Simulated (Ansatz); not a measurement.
**C: band gap under strain**

Aim: follow the gap of C in the lonsdaleite structure through these states: no strain; +0.5 % equal strain in all directions; +0.5 % strain along x alone. The table at the end shows which levels were run.

Program: Ansatz 0.2.0. PAW datasets, plane waves. Computed at 0 K without zero-point motion; spin polarisation is off.

## (1) Starting point

The unstrained cell was relaxed with r2SCAN; in each strained cell the atoms were relaxed again with r2SCAN. Names of k-points are those of the unstrained zone, where strain can split equivalent points. First state: no strain.

Space group P6_3/mmc (No. 194), hexagonal; a = 2.503 Å, c = 4.169 Å in the conventional setting, 5.66 Å³ an atom. C has 4 C at 1.54–1.56 Å.

The structure in full:

```cif
data_structure
_symmetry_space_group_name_H-M 'P6_3/mmc'
_symmetry_Int_Tables_number 194
_cell_length_a 2.5032
_cell_length_b 2.5032
_cell_length_c 4.1689
_cell_angle_alpha 90.000
_cell_angle_beta 90.000
_cell_angle_gamma 120.000
_cell_volume 22.62
loop_
_atom_site_label
_atom_site_type_symbol
_atom_site_symmetry_multiplicity
_atom_site_Wyckoff_symbol
_atom_site_fract_x
_atom_site_fract_y
_atom_site_fract_z
_atom_site_occupancy
C1 C 4 f 0.33333 0.66667 0.56273 1
```

## (2) No strain: PBE

input.yaml reads:

```yaml
crystal:
  lattice:
    - [2.5031953718, 0.0, 0.0]
    - [-1.2515976859, 2.1678307826, 0.0]
    - [0.0, 0.0, 4.1688692921]
  atoms:
    - { symbol: C, position: [0.3333333333, 0.6666666667, 0.0002313166] }
    - { symbol: C, position: [0.6666666667, 0.3333333333, 0.5002313166] }
    - { symbol: C, position: [0.3333333333, 0.6666666667, 0.3747686834] }
    - { symbol: C, position: [0.6666666667, 0.3333333333, 0.8747686834] }
kpoints:
  mp_grid: { grid: [12, 12, 6] }
  band_path:
    path:
      - [0.0, 0.0, 0.0]
      - [0.5, 0.0, 0.0]
      - [0.3333333333, 0.3333333333, 0.0]
      - [0.0, 0.0, 0.5]
      - [0.5, 0.0, 0.5]
      - [0.3333333333, 0.3333333333, 0.5]
    npoints: 1
hamiltonian:
  xc: pbe
scf:
  occupations: { method: fermi_dirac, width: 0.02 }
  n_extra_bands: 5
output:
  forces: true
  stress: true
  eigenvalues: true
  write_density: true
  write_potential: true
  elf: true
  volumetric_format: npy
```

On the command line:

```bash
$ ansatz run input.yaml --threads 2 --pin off --max-ram 2211MiB --backend cpu --events-out ev --progress --plain --runs-dir out
```

The runs that follow: No strain: r2SCAN; No strain: HSE06; +0.5 % equal strain in all directions: PBE; +0.5 % equal strain in all directions: r2SCAN; +0.5 % equal strain in all directions: HSE06; +0.5 % strain along x alone: PBE; +0.5 % strain along x alone: r2SCAN; +0.5 % strain along x alone: HSE06.

**Question.** What will these runs give?

**Answer**, as computed:

Least gap in eV (negative: overlap), with the change from the unstrained cell in brackets:

```
                                state  volume change (%)           PBE        r2SCAN         HSE06
                            no strain               +0.0          3.32          3.60          4.38
+0.5 % equal strain in all directions               +1.5  3.38 (+0.06)  3.65 (+0.05)  4.44 (+0.06)
          +0.5 % strain along x alone               +0.5  3.33 (+0.01)  3.60 (+0.00)  4.38 (+0.00)
```

In words: The largest move of the HSE06 gap in the table is +0.059 eV, under +0.5 % equal strain in all directions. PBE and HSE06 differ by 1.05 eV on the unstrained gap, and by at most 0.00 eV on its change: the two disagree on the size of the gap but agree on its response to strain.
